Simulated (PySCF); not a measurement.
# [HfOF3]−: forces at shaken geometries

Aim: move all atoms of relaxed [HfOF3]− at random and read energies and forces. It is a constructed species; whether it can be made isn't addressed.

The runs use PySCF 2.14.0; TPSS, Hf def2-SVP with ECP60, O def2-SVP, F def2-SVP; scalar-relativistic core potentials, no spin–orbit coupling.

4 further runs of the same task are left out: 2 for a known fault of the program, 1 that didn't finish, 1 set aside as unsound or not needed.

## Step 1: The starting structure

5 atoms, charge -1, spin multiplicity 1.

Bond lengths: Hf1–O2 1.825 Å, Hf1–F3 1.989 Å, Hf1–F4 1.989 Å, Hf1–F5 1.989 Å. Angles: O2–Hf1–F3 109.4°, O2–Hf1–F4 109.4°, O2–Hf1–F5 109.4°, F3–Hf1–F4 109.6°, F3–Hf1–F5 109.6°, F4–Hf1–F5 109.6°.

As a file:

```xyz
5

Hf    0.0112    0.0112    0.0112
O     1.0649    1.0649    1.0649
F    -1.1356   -1.1356    1.1623
F     1.1623   -1.1356   -1.1356
F    -1.1356    1.1623   -1.1356
```

Formal oxidation states: Hf +4. An earlier session relaxed this geometry at TPSS, Hf def2-SVP with ECP60, O def2-SVP, F def2-SVP (singlet, point group C3v).

Its energy there is -422.885466 Eh.

## Step 2: Atoms moved at random, σ = 0.1 Å

run.py (the lines that set the calculation) reads:

```python
mol = gto.M(atom='''
Hf    -0.04356    -0.00115     0.04830
O      1.14857     0.96461     1.23723
F     -1.15461    -1.05777     1.19450
F      1.09181    -1.27860    -1.31216
F     -1.07501     1.34010    -1.20068''',
    basis={'Hf': 'def2-SVP', 'O': 'def2-SVP', 'F': 'def2-SVP'},
    ecp={'Hf': 'def2-SVP'},
    charge=-1, spin=0)
mf = dft.RKS(mol, xc='TPSS')
mf.grids.atom_grid = (50, 194)
mf = mf.density_fit()  # fitting sets: Hf def2-universal-JKFIT, O def2-universal-JKFIT, F def2-universal-JKFIT
mf.conv_tol = 1e-08; mf.max_cycle = 55
mf.kernel(dm0)  # dm0: the density of the relaxed state
```

The run is started by

```sh
OMP_NUM_THREADS=2 python run.py
```

## Step 3: Atoms moved at random, σ = 0.06 Å

run.py (the lines that set the calculation) reads:

```python
mol = gto.M(atom='''
Hf    -0.08873    -0.05156     0.04781
O      1.02439     1.09448     1.08093
F     -1.05804    -1.17420     1.20410
F      1.14045    -1.07334    -1.12971
F     -1.05088     1.17181    -1.23593''',
    basis={'Hf': 'def2-SVP', 'O': 'def2-SVP', 'F': 'def2-SVP'},
    ecp={'Hf': 'def2-SVP'},
    charge=-1, spin=0)
mf = dft.RKS(mol, xc='TPSS')
mf.grids.atom_grid = (50, 194)
mf = mf.density_fit()  # fitting sets: Hf def2-universal-JKFIT, O def2-universal-JKFIT, F def2-universal-JKFIT
mf.conv_tol = 1e-08; mf.max_cycle = 55
mf.kernel(dm0)  # dm0: the density of the relaxed state
```

## Step 4: Atoms moved at random, σ = 0.15 Å

run.py (the lines that set the calculation) reads:

```python
mol = gto.M(atom='''
Hf     0.03967    -0.25770    -0.17972
O      1.23133     1.08485     1.16586
F     -1.14226    -1.11236     1.24168
F      1.04478    -0.95485    -1.08530
F     -1.20633     1.20724    -1.17533''',
    basis={'Hf': 'def2-SVP', 'O': 'def2-SVP', 'F': 'def2-SVP'},
    ecp={'Hf': 'def2-SVP'},
    charge=-1, spin=0)
mf = dft.RKS(mol, xc='TPSS')
mf.grids.atom_grid = (50, 194)
mf = mf.density_fit()  # fitting sets: Hf def2-universal-JKFIT, O def2-universal-JKFIT, F def2-universal-JKFIT
mf.conv_tol = 1e-08; mf.max_cycle = 55
mf.kernel(dm0)  # dm0: the density of the relaxed state
```

**Question.** What will these runs give? Wanted: for each run, σ; energy rise; harmonic estimate −½ F·u; largest force component.

**Answer**, as computed:

| σ (Å) | energy rise (eV) | harmonic estimate −½ F·u (eV) | largest force component (eV/Å) |
| --- | --- | --- | --- |
| 0.1 | 0.779 | 0.722 | 3.80 |
| 0.06 | 0.376 | 0.363 | 4.05 |
| 0.15 | 7.395 | 8.787 | 22.45 |

Every displacement raises the energy. For a harmonic well the rise equals −½ F·u; the two differ by at most 19 % here (a move with σ = 0.15 Å), from anharmonicity, the grid and the small forces left at the relaxed point. These are double-zeta-type bases without diffuse functions. Spin–orbit coupling is left out.
